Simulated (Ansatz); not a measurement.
The system is NiMoIrPdW.

```xyz
10
Lattice="2.7708 0.0000 0.0000 -1.3854 2.3996 0.0000 0.0000 0.0000 22.0196" Properties=species:S:1:pos:R:3 pbc="T T T"
Ni    0.0000    1.5998   18.7345
Ni    1.3854    0.7999    3.2851
Mo    1.3854    0.7999   16.7479
Mo    0.0000    1.5998    5.2717
Pd    0.0000    1.5998    1.1734
Pd    1.3854    0.7999   20.8462
Ir    0.0000    1.5998   14.4948
Ir    1.3854    0.7999    7.5248
W     0.0000    1.5998    9.7807
W     1.3854    0.7999   12.2389
```

The cell was built by a generator and needn't be a form met in nature.

| Item | Value |
| --- | --- |
| Program | Ansatz 0.2.0 |
| Task | relaxation of cell and atoms |
| Functional | BLYP |
| Potentials or basis | Ansatz PAW |
| Cutoff | 420 eV (not typed: the program's choice for these potentials) |
| k mesh | 8 × 8 × 1 |
| Occupations | fermi-dirac, width 0.05 eV |
| Spin | collinear spin, ferromagnetic start |
| Starting moments | [1.0, 1.0, 1.0, 1.0, 0.0, 0.0, 0.6, 0.6, 0.0, 0.0] μB |

At the start: volume 14.64 Å³/atom.

Task: Where does the relaxation end?

Result: It ends after 6 steps and the volume is 15.34 Å³/atom (+4.8 %); space group P-3m1 (No. 164, to 0.05 Å); moment 0.00 μB per cell.

Step by step:
```
step  energy change (eV)  largest force (eV/Å)  volume (Å³)
   1              0.0000                0.1633       146.41
   2             -0.2230                0.1003       154.19
   3             -0.2293                0.0392       153.42
   4             -0.2298                0.0095       153.36
   5             -0.2298                0.0051       153.42
   6             -0.2320                0.0051       153.42
```

Final structure:
```
Ni Mo Pd Ir W
1.0
     2.81803    0.00000    0.00000
    -1.40902    2.44049    0.00000
     0.00000    0.00000   22.30822
Ni Mo Pd Ir W
2 2 2 2 2
Direct
  0.33333 0.66667 0.84941
  0.66667 0.33333 0.15059
  0.66667 0.33333 0.76000
  0.33333 0.66667 0.24000
  0.33333 0.66667 0.05426
  0.66667 0.33333 0.94574
  0.33333 0.66667 0.65770
  0.66667 0.33333 0.34230
  0.33333 0.66667 0.44421
  0.66667 0.33333 0.55579
```

Caveat: the plane-wave basis is chosen anew once the cell has moved, so the energies of steps on either side of that aren't comparable; the PAW data sets come from PBE, with cores solved anew for the run's functional, which leaves a small shift of forces and pressure; the starting moments weren't kept.
